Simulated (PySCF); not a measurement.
# C4H12Si: the cost of one run

Programs: PySCF 2.14.0, with routines of our own; each step states its level. All values are computed. Atoms count from 0.

## (1) The starting structure

17 atoms, charge 0, multiplicity 1; geometry from: GFN2-xTB.

## (2) NMR shieldings: PBE0/x2c-SVPall-2c Si:us-x2c-SVPall-2c, spin–orbit

The job: settings as JSON, then the geometry in Å.

```
{"job": {"xc": "PBE0", "basis": {"default": "x2c-SVPall-2c", "Si": "us-x2c-SVPall-2c"}, "rel": "so", "kind": "hnmr"}, "charge": 0, "multiplicity": 1}
C     -0.406572    -1.213421    -1.419378
Si    -0.001168    -0.000673    -0.001754
C      0.008130     1.785545    -0.675355
C     -1.319794    -0.154927     1.370252
C      1.716091    -0.415535     0.721562
H     -1.379676    -1.003559    -1.853159
H     -0.418731    -2.241638    -1.070248
H      0.327027    -1.147965    -2.217335
H      0.242457     2.501867     0.106393
H     -0.958122     2.057909    -1.089187
H      0.746490     1.907664    -1.462097
H     -2.312057     0.075313     0.994143
H     -1.350945    -1.160472     1.779082
H     -1.116988     0.525824     2.191677
H      1.746276    -1.426357     1.117085
H      2.493128    -0.336762    -0.032799
H      1.977455     0.259220     1.531210
```

With the program's defaults for keys left out, this is: PBE0/x2c-SVPall-2c Si:us-x2c-SVPall-2c GIAO NMR shielding, X2C with spin-orbit coupling, screened-nuclear two-electron part, Gaussian nuclei, gas phase.

On the command line:

```sh
$ OMP_NUM_THREADS=1 python heavy_run.py task.json out
```

One launch serves the whole session: the jobs run in the order shown.

**Question.** How long does this first job take on 1 thread of Arm Neoverse V1, shared host, and how much memory does it need?

About 49 s, with a peak of 1.1 GiB.
